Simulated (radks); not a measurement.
**Os²¹⁺ in [Kr] 4d9 4f9 5p1: an all-electron calculation**

One table from this session's results is given with a row withheld; the runs are named, their logs left out.

Program: radks (a radial shooting solver on a logarithmic mesh, Libxc functionals) version 1. Level of theory: Dirac Kohn-Sham, BLYP, spin-unpolarised, spherical densities, finite nucleus; open shells fill j = l - 1/2 first. These are calculated values, not measurements, unless marked.

### The system

```
element            : osmium (Z = 76)
charge             : +21
electrons          : 55
configuration      : [Kr] 4d9 4f9 5p1
nuclear rms radius : 5.4126 fm
```

The first run:

Input:

```text
Z 76
configuration [Kr] 4d9 4f9 5p1
relativity Dirac
functional b88,lyp
spin unpolarised
j_filling energy
nucleus finite rms 5.4126 fm
c 137.035999084
```

Run with:

```console
> python run_ks.py task.json out
```

This one command runs every case of the session in turn.

One of the session's tables, all rows but one given; the rest of the session is left out.

It belongs to the step «Shells». Sizes of the orbitals, from the radial functions (bohr):

```
level      <r>  outermost maximum (interpolated)  90 % within  nodes
1s1/2  0.01774                            0.0110       0.0323      0
2s1/2  0.07426                            0.0636        0.116      1
2p1/2  0.06129                            0.0471        0.102      0
2p3/2  0.06948                            0.0541        0.113      0
3s1/2   0.1932                             0.179        0.284      2
3p1/2   0.1832                             0.167        0.276      1
3p3/2   0.1982                             0.182        0.297      1
3d3/2   0.1731                             0.142        0.269      0
3d5/2   0.1777                             0.146        0.275      0
4s1/2   0.4223                             0.401        0.604      3
4p1/2   0.4240                             0.399        0.613      2
4p3/2   0.4534                             0.428        0.654      2
4d3/2   0.4566                             0.419        0.675      1
4d5/2   0.4655                             0.428        0.687      1
4f5/2   0.4636                             0.377        0.717      0
4f7/2   0.4677                             0.380        0.722      0
5p1/2        ?                                 ?            ?      ?
5p3/2   0.9006                             0.884         1.26      3
```

Estimate the missing values for 5p1/2.

The run gave: <r>: 0.8562; outermost maximum (interpolated): 0.837; 90 % within: 1.20; nodes: 3. In the column «<r>» it lies between 4f7/2 (0.4677) and 5p3/2 (0.9006).
